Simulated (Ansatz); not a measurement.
Run this with Ansatz 0.2.0 through its Python package and show what comes out.

The script, `brclfh3si2.py`:
```python
'''BrClFH3Si2 at several levels of theory.'''

from pathlib import Path

import ansatz as az
from ase import Atoms
import numpy as np

atoms = Atoms(['F', 'Si', 'Si', 'Cl', 'Br', 'H', 'H', 'H'], positions=[
    (0.4316, 0.1897, -2.2346),
    (-0.453, 0.4666, -0.8944),
    (0.5203, -0.6028, 0.8702),
    (-2.2838, -0.2201, -1.1843),
    (-0.558, 2.6463, -0.5321),
    (0.6399, -2.0598, 0.6605),
    (-0.1821, -0.3883, 2.1509),
    (1.9772, -0.0886, 1.108),
])
brclfh3si2 = az.Crystal.molecule_from_ase(atoms)

base = brclfh3si2.calculation().basis(gaussian='def2-SVP')

print('functional    E (Ha)        dipole (D)   HOMO (eV)  LUMO (eV)')
for name in ['b3lyp', 'lc_wpbe', 'cam_b3lyp', 'hf']:
    summary = base.functional(name).forces().orbitals().run(threads=1, backend='cpu', runs_dir='runs').report
    lines = Path(summary['orbitals_path']).read_text().splitlines()
    field_of = lambda key: [line.split('=')[1].strip() for line in lines if line.startswith(key)]
    orbitals = [(27.211386 * float(e), s, float(n)) for e, s, n in zip(field_of('Ene='), field_of('Spin='), field_of('Occup='))]
    homo = max(e for e, _, n in orbitals if n > 0.5)
    lumo = min(e for e, _, n in orbitals if n < 0.5)
    dipole = 4.803205 * np.linalg.norm(summary['charge_distribution']['dipole_moment_e_ang'])
    print(f'{name:10s} {summary["free_energy_ev"] / 27.211386246:14.6f} {dipole:9.3f} {homo:11.3f} {lumo:10.3f}')
```

```console
$ python brclfh3si2.py
functional    E (Ha)        dipole (D)   HOMO (eV)  LUMO (eV)
b3lyp        -3714.492690     1.174      -8.349     -0.611
lc_wpbe      -3713.694637     1.239     -11.277      1.642
cam_b3lyp    -3714.535655     1.224      -9.872      0.678
hf           -3710.392260     1.418     -11.561      2.884
```

Reading the output:
- These settings explore the input space; basis and method may be short of convergence.
- The geometry is a force-field or estimated start, not a minimum of this method, and the basis set is short of its limit. A lower total doesn't mark the better method: functionals have no common bound, and MP2 and coupled cluster aren't variational.
- b3lyp holds the VWN-RPA fit, as in Gaussian; the form of ORCA and Turbomole is b3lyp5.
- Levels such as HOMO and LUMO are orbital energies: with these approximate functionals they aren't the ionisation energy and electron affinity, and their gap isn't the fundamental gap.
- It ran for 26 s on 1 thread of Arm Neoverse V1, with other jobs on the host, peak memory 0.41 GiB.

(Lines on the test bed's own set-up are left out of the output.)
